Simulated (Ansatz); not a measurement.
# SnO: the cost of one run

Program: Ansatz 0.2.0. Level of theory: DFT PBEsol, scalar-relativistic, plane waves, PAW. These are calculated values, not measurements.

**1. The system as given**

Symmetry: P4/nmm, No. 129, tetragonal system. The conventional cell has a = 3.838 Å, b = 3.838 Å, c = 4.763 Å, α = 90.00°, β = 90.00°, γ = 90.00°. Sn (site symmetry 4mm) is surrounded by 4 O at 2.24 Å. O (site symmetry -4m2) is surrounded by 4 Sn at 2.24 Å.

Coordinates:

```cif
data_structure
_symmetry_space_group_name_H-M 'P 1'
_symmetry_Int_Tables_number 1
_cell_length_a 3.8380
_cell_length_b 3.8380
_cell_length_c 4.7630
_cell_angle_alpha 90.000
_cell_angle_beta 90.000
_cell_angle_gamma 90.000
_cell_volume 70.16
loop_
_atom_site_label
_atom_site_type_symbol
_atom_site_fract_x
_atom_site_fract_y
_atom_site_fract_z
_atom_site_occupancy
Sn1 Sn 0.50000 0.00000 0.24312 1
Sn2 Sn 0.00000 0.50000 0.75688 1
O1 O 0.00000 0.00000 0.00000 1
O2 O 0.50000 0.50000 0.00000 1
```

It is the result of an earlier relaxation at this level (volume 17.54 Å³/atom; gap on the mesh: none (metal)).

**2. The cell under PBEsol**

input.yaml

```yaml
crystal:
  lattice:
    - [3.8379919982, 0.0, 0.0]
    - [0.0, 3.8379919982, 0.0]
    - [0.0, 0.0, 4.7630455638]
  atoms:
    - { symbol: Sn, position: [0.5, 0.0, 0.2431246848] }
    - { symbol: Sn, position: [0.0, 0.5, 0.7568753152] }
    - { symbol: O, position: [0.0, 0.0, 0.0] }
    - { symbol: O, position: [0.5, 0.5, 0.0] }
basis:
  ecutwfc: 420
kpoints:
  mp_grid: { grid: [12, 12, 10] }
hamiltonian:
  xc: pbesol
scf:
  occupations: { method: gaussian, width: 0.1 }
output:
  forces: true
  stress: true
  eigenvalues: true
relax:
  adjacent_minimum: "off"
  f_tol: 0.005
  max_steps: 50
  cell: { stress_tol: 0.05 }
```

On the command line:

```
> ansatz run input.yaml --threads 1 --pin off --max-ram 2560MiB --backend cpu --events-out ev --progress --plain --runs-dir out
```

**Question.** How long does this run take on 1 thread of Intel Xeon Platinum 8259CL at 2.50GHz (Skylake/Cascade Lake), shared host, and how much memory does it need?

About 2 min, with a peak of 0.56 GiB.
